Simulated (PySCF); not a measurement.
**A gas-phase reaction: ClGeH3O + N2O → ClGeH3O2 + N2**

Aim: the reaction energy of `[OH][GeH2][Cl]` + `[N-]=[N+]=O` → `[OH][GeH]([OH])[Cl]` + `N#N`.

Programs: PySCF 2.14.0. All values are calculated, for the isolated system unless a continuum is named. Atoms count from 0, parts from 1.

### 1 Starting point

Each species was relaxed by itself at PBE0-D3(BJ)/def2-SVPD.

### 2 Energies of the species: wB97M-D3(BJ)/def2-TZVPD

What the job is given:

```
{"job": {"kind": "react", "xc": "wB97M-D3(BJ)", "basis": "def2-TZVPD"}, "charge": 0, "multiplicity": 1}
-1 ClGeH3O charge 0 multiplicity 1
O     -0.373630     1.085550     0.766770
Ge     0.100300    -0.106560    -0.458220
Cl     1.194140    -1.715520     0.515840
H     -0.917990     0.742980     1.481670
H      1.051380     0.635370    -1.392500
H     -1.121730    -0.767090    -1.107080

-1 N2O charge 0 multiplicity 1
N      1.030660    -0.503320     0.011760
N      0.021190    -0.007190     0.015160
O     -1.035040     0.511910     0.018710

+1 ClGeH3O2 charge 0 multiplicity 1
O      0.620960     1.424870     0.430680
Ge     0.172520     0.079000    -0.607230
O     -1.407380    -0.509210    -0.074440
Cl     1.544530    -1.588650    -0.366950
H      0.543080     1.243910     1.373160
H      0.216640     0.580610    -2.043020
H     -1.493060    -1.467860    -0.085680

+1 N2 charge 0 multiplicity 1
N      0.542490     0.031420     0.076370
N     -0.542490    -0.031420    -0.076370
```

With the program's defaults for keys left out, this is: wB97M-D3(BJ)/def2-TZVPD reaction energy of separated species, gas phase.

Command:

```
$ OMP_NUM_THREADS=1 python cluster_run.py task.json out
```

One launch serves the whole session: the jobs run in the order shown.

Standard output:

```text
species 1 (ClGeH3O)
coarse grid: 26328 points
cycle   1  E = -2614.2894301079  dE = -4.846e-01  |g| = 9.443e-01  |ddm| = 1.895e+00
cycle   2  E = -2614.2503879229  dE =  3.904e-02  |g| = 1.142e+00  |ddm| = 1.131e+00
cycle   3  E = -2614.4245094503  dE = -1.741e-01  |g| = 7.617e-02  |ddm| = 5.827e-01
cycle   4  E = -2614.4255010450  dE = -9.916e-04  |g| = 4.095e-02  |ddm| = 7.496e-02
cycle   5  E = -2614.4257460334  dE = -2.450e-04  |g| = 5.979e-03  |ddm| = 2.345e-02
cycle   6  E = -2614.4257574107  dE = -1.138e-05  |g| = 2.596e-03  |ddm| = 9.093e-03
cycle   7  E = -2614.4257591215  dE = -1.711e-06  |g| = 4.662e-04  |ddm| = 2.914e-03
final grid: 52112 points
cycle   8  E = -2614.4256130680  dE = -2.168e-07  |g| = 2.144e-04  |ddm| = 1.786e-03
cycle   9  E = -2614.4256130965  dE = -2.848e-08  |g| = 1.300e-04  |ddm| = 4.260e-04
cycle  10  E = -2614.4256131018  dE = -5.329e-09  |g| = 5.611e-05  |ddm| = 1.525e-04
cycle  11  E = -2614.4256131037  dE = -1.894e-09  |g| = 2.885e-05  |ddm| = 1.094e-04
cycle  12  E = -2614.4256131038  dE = -1.660e-10  |g| = 3.795e-06  |ddm| = 3.080e-05
converged SCF energy = -2614.4256131038

species 2 (N2O)
coarse grid: 15424 points
cycle   1  E = -184.6618467989  dE =  6.982e-01  |g| = 8.261e-01  |ddm| = 1.717e+00
cycle   2  E = -184.5841003293  dE =  7.775e-02  |g| = 1.134e+00  |ddm| = 9.884e-01
cycle   3  E = -184.7852481936  dE = -2.011e-01  |g| = 1.175e-01  |ddm| = 4.952e-01
cycle   4  E = -184.7864117636  dE = -1.164e-03  |g| = 8.426e-02  |ddm| = 1.014e-01
cycle   5  E = -184.7877133667  dE = -1.302e-03  |g| = 1.003e-02  |ddm| = 4.528e-02
cycle   6  E = -184.7877336721  dE = -2.031e-05  |g| = 1.578e-03  |ddm| = 1.117e-02
cycle   7  E = -184.7877345640  dE = -8.918e-07  |g| = 4.464e-04  |ddm| = 4.009e-03
final grid: 33192 points
cycle   8  E = -184.7877162768  dE = -2.655e-08  |g| = 5.796e-04  |ddm| = 1.865e-03
cycle   9  E = -184.7877161332  dE =  1.436e-07  |g| = 1.083e-03  |ddm| = 7.507e-04
cycle  10  E = -184.7877163476  dE = -2.144e-07  |g| = 4.364e-05  |ddm| = 5.295e-04
cycle  11  E = -184.7877163481  dE = -5.414e-10  |g| = 2.664e-05  |ddm| = 9.270e-05
converged SCF energy = -184.7877163481

species 3 (ClGeH3O2)
coarse grid: 31512 points
cycle   1  E = -2689.5353686347  dE = -2.759e-01  |g| = 1.136e+00  |ddm| = 2.050e+00
cycle   2  E = -2689.4766560692  dE =  5.871e-02  |g| = 1.373e+00  |ddm| = 1.379e+00
cycle   3  E = -2689.7382962249  dE = -2.616e-01  |g| = 6.655e-02  |ddm| = 7.225e-01
cycle   4  E = -2689.7391582390  dE = -8.620e-04  |g| = 3.856e-02  |ddm| = 8.065e-02
cycle   5  E = -2689.7394044119  dE = -2.462e-04  |g| = 7.413e-03  |ddm| = 2.757e-02
cycle   6  E = -2689.7394174395  dE = -1.303e-05  |g| = 3.073e-03  |ddm| = 9.685e-03
cycle   7  E = -2689.7394194133  dE = -1.974e-06  |g| = 6.024e-04  |ddm| = 3.154e-03
final grid: 63320 points
cycle   8  E = -2689.7393215365  dE = -2.619e-07  |g| = 4.352e-04  |ddm| = 2.611e-03
cycle   9  E = -2689.7393215556  dE = -1.913e-08  |g| = 4.880e-04  |ddm| = 6.321e-04
cycle  10  E = -2689.7393215953  dE = -3.971e-08  |g| = 5.849e-05  |ddm| = 2.483e-04
cycle  11  E = -2689.7393215981  dE = -2.745e-09  |g| = 2.797e-05  |ddm| = 1.414e-04
cycle  12  E = -2689.7393215984  dE = -3.420e-10  |g| = 5.627e-06  |ddm| = 4.469e-05
converged SCF energy = -2689.7393215984

species 4 (N2)
coarse grid: 10240 points
cycle   1  E = -109.6045714732  dE =  4.456e-02  |g| = 1.682e-01  |ddm| = 1.300e+00
cycle   2  E = -109.6103823748  dE = -5.811e-03  |g| = 7.387e-02  |ddm| = 1.523e-01
cycle   3  E = -109.6112828488  dE = -9.005e-04  |g| = 6.548e-03  |ddm| = 4.575e-02
cycle   4  E = -109.6112970325  dE = -1.418e-05  |g| = 1.069e-03  |ddm| = 1.769e-02
cycle   5  E = -109.6112975128  dE = -4.803e-07  |g| = 2.349e-04  |ddm| = 1.190e-03
final grid: 21984 points
cycle   6  E = -109.6112969046  dE = -3.467e-08  |g| = 7.949e-05  |ddm| = 5.959e-04
cycle   7  E = -109.6112969074  dE = -2.795e-09  |g| = 3.046e-05  |ddm| = 1.417e-04
cycle   8  E = -109.6112969076  dE = -2.820e-10  |g| = 8.395e-06  |ddm| = 5.234e-05
converged SCF energy = -109.6112969076

Reaction energy = -86.367 kcal/mol
```

It took 24 s on 1 thread of Arm Neoverse V1, shared host; peak memory 0.73 GiB.

Species by species (with the dispersion term, which the log's SCF energies lack):

```csv
ν,species,energy (Eh),HOMO (eV)
-1,[OH][GeH2][Cl],-2614.43034,-11.21
-1,[N-]=[N+]=O,-184.78947,-12.17
+1,[OH][GeH]([OH])[Cl],-2689.74541,-11.65
+1,N#N,-109.61204,-14.89
```

### 3 Reaction energy: PBE0-D3(BJ)/def2-TZVPD

The job, as its differences from that of step 2:

```diff
@@ -1,2 +1,2 @@
-{"job": {"kind": "react", "xc": "wB97M-D3(BJ)", "basis": "def2-TZVPD"}, "charge": 0, "multiplicity": 1}
+{"job": {"kind": "react", "xc": "PBE0", "basis": "def2-TZVPD", "disp": "d3bj"}, "charge": 0, "multiplicity": 1}
 -1 ClGeH3O charge 0 multiplicity 1
```

With the program's defaults for keys left out, this is: PBE0-D3(BJ)/def2-TZVPD reaction energy of separated species, gas phase.

Standard output:

```text
species 1 (ClGeH3O)
coarse grid: 26328 points
cycle   1  E = -2613.7050299233  dE = -4.039e-01  |g| = 1.012e+00  |ddm| = 1.900e+00
cycle   2  E = -2613.3819786767  dE =  3.231e-01  |g| = 1.689e+00  |ddm| = 1.477e+00
cycle   3  E = -2613.8409674327  dE = -4.590e-01  |g| = 2.182e-01  |ddm| = 1.009e+00
cycle   4  E = -2613.8490478306  dE = -8.080e-03  |g| = 5.780e-02  |ddm| = 1.607e-01
cycle   5  E = -2613.8494636256  dE = -4.158e-04  |g| = 9.778e-03  |ddm| = 3.507e-02
cycle   6  E = -2613.8494854862  dE = -2.186e-05  |g| = 3.324e-03  |ddm| = 9.490e-03
cycle   7  E = -2613.8494881855  dE = -2.699e-06  |g| = 4.175e-04  |ddm| = 2.322e-03
final grid: 52112 points
cycle   8  E = -2613.8494590082  dE = -4.141e-08  |g| = 4.442e-04  |ddm| = 1.650e-03
cycle   9  E = -2613.8494589674  dE =  4.080e-08  |g| = 6.539e-04  |ddm| = 6.032e-04
cycle  10  E = -2613.8494590465  dE = -7.909e-08  |g| = 9.304e-05  |ddm| = 3.724e-04
cycle  11  E = -2613.8494590480  dE = -1.524e-09  |g| = 1.058e-05  |ddm| = 5.592e-05
cycle  12  E = -2613.8494590480  dE = -3.729e-11  |g| = 3.624e-06  |ddm| = 1.015e-05
converged SCF energy = -2613.8494590480

species 2 (N2O)
coarse grid: 3216 points
cycle   1  E = -184.4534785679  dE =  7.158e-01  |g| = 7.389e-01  |ddm| = 1.711e+00
cycle   2  E = -184.1504847552  dE =  3.030e-01  |g| = 1.537e+00  |ddm| = 1.025e+00
cycle   3  E = -184.5234702279  dE = -3.730e-01  |g| = 3.650e-01  |ddm| = 7.205e-01
cycle   4  E = -184.5487122352  dE = -2.524e-02  |g| = 9.415e-02  |ddm| = 2.248e-01
cycle   5  E = -184.5503598472  dE = -1.648e-03  |g| = 6.992e-03  |ddm| = 4.643e-02
cycle   6  E = -184.5503669494  dE = -7.102e-06  |g| = 2.068e-03  |ddm| = 4.699e-03
final grid: 33192 points
cycle   7  E = -184.5460648790  dE =  2.365e-05  |g| = 1.457e-02  |ddm| = 5.182e-02
cycle   8  E = -184.5457633115  dE =  3.016e-04  |g| = 4.173e-02  |ddm| = 2.701e-02
cycle   9  E = -184.5461032992  dE = -3.400e-04  |g| = 2.969e-03  |ddm| = 2.070e-02
cycle  10  E = -184.5461048620  dE = -1.563e-06  |g| = 4.793e-04  |ddm| = 1.415e-03
cycle  11  E = -184.5461048988  dE = -3.677e-08  |g| = 8.072e-05  |ddm| = 2.503e-04
cycle  12  E = -184.5461049002  dE = -1.410e-09  |g| = 1.169e-05  |ddm| = 7.155e-05
cycle  13  E = -184.5461049003  dE = -3.038e-11  |g| = 6.189e-07  |ddm| = 7.524e-06
converged SCF energy = -184.5461049003

species 3 (ClGeH3O2)
coarse grid: 31512 points
cycle   1  E = -2688.8420493066  dE = -1.712e-01  |g| = 1.233e+00  |ddm| = 2.085e+00
cycle   2  E = -2688.3757766749  dE =  4.663e-01  |g| = 2.053e+00  |ddm| = 1.878e+00
cycle   3  E = -2689.0616924511  dE = -6.859e-01  |g| = 1.870e-01  |ddm| = 1.298e+00
cycle   4  E = -2689.0678689270  dE = -6.176e-03  |g| = 7.419e-02  |ddm| = 1.740e-01
cycle   5  E = -2689.0686200420  dE = -7.511e-04  |g| = 1.166e-02  |ddm| = 4.837e-02
cycle   6  E = -2689.0686487330  dE = -2.869e-05  |g| = 4.455e-03  |ddm| = 1.183e-02
cycle   7  E = -2689.0686521945  dE = -3.462e-06  |g| = 1.528e-03  |ddm| = 3.018e-03
final grid: 63320 points
cycle   8  E = -2689.0686459917  dE =  7.672e-07  |g| = 2.673e-03  |ddm| = 2.765e-03
cycle   9  E = -2689.0686432321  dE =  2.760e-06  |g| = 4.783e-03  |ddm| = 3.980e-03
cycle  10  E = -2689.0686472508  dE = -4.019e-06  |g| = 1.302e-04  |ddm| = 2.532e-03
cycle  11  E = -2689.0686472540  dE = -3.166e-09  |g| = 1.909e-05  |ddm| = 9.139e-05
cycle  12  E = -2689.0686472541  dE = -4.184e-11  |g| = 5.808e-06  |ddm| = 1.499e-05
converged SCF energy = -2689.0686472541

species 4 (N2)
coarse grid: 2128 points
cycle   1  E = -109.4495209713  dE =  1.300e-01  |g| = 1.031e-01  |ddm| = 1.274e+00
cycle   2  E = -109.4509557167  dE = -1.435e-03  |g| = 4.739e-02  |ddm| = 1.015e-01
cycle   3  E = -109.4513788310  dE = -4.231e-04  |g| = 9.131e-03  |ddm| = 3.530e-02
cycle   4  E = -109.4513955055  dE = -1.667e-05  |g| = 5.129e-04  |ddm| = 5.399e-03
cycle   5  E = -109.4513955527  dE = -4.724e-08  |g| = 7.832e-05  |ddm| = 4.396e-04
final grid: 21984 points
cycle   6  E = -109.4466155207  dE = -6.405e-06  |g| = 2.488e-03  |ddm| = 5.144e-02
cycle   7  E = -109.4466161513  dE = -6.306e-07  |g| = 1.559e-03  |ddm| = 2.577e-03
cycle   8  E = -109.4466166346  dE = -4.833e-07  |g| = 4.556e-05  |ddm| = 9.642e-04
cycle   9  E = -109.4466166350  dE = -4.054e-10  |g| = 4.990e-06  |ddm| = 4.967e-05
converged SCF energy = -109.4466166350

Reaction energy = -75.423 kcal/mol
```

It took 13 s on 1 thread of Arm Neoverse V1, shared host; peak memory 0.62 GiB.

Reaction energy at this level: -75.42 kcal/mol.

### 4 Side by side

Energies in kcal/mol, with wall time:

```csv
run,reaction,time
wB97M-D3(BJ)/def2-TZVPD,-86.37,24 s
PBE0-D3(BJ)/def2-TZVPD,-75.42,13 s
```

### 5 Summary of results

```
                                                quantity                      value
               reaction energy (wB97M-D3(BJ)/def2-TZVPD)            -86.37 kcal/mol
                     ΔH, ΔG at 298 K (xTB thermal terms)      -86.1, -86.5 kcal/mol
range of the reaction energy over the runs of this table  -86.37 to -75.42 kcal/mol
```

What this shows: The reaction is exothermic by 86.1 kcal/mol in the gas phase; dispersion gives -0.22, and xTB itself gave -9.38 for the electronic energy (xTB energies and thermal terms come from the earlier relaxation of each species, not shown). No barrier was sought. xTB and this level differ widely in the electronic energy, so what comes from xTB (the thermal terms above all) is less safe here. The reaction energy runs from -86.37 (wB97M-D3(BJ)/def2-TZVPD) to -75.42 kcal/mol (PBE0-D3(BJ)/def2-TZVPD).
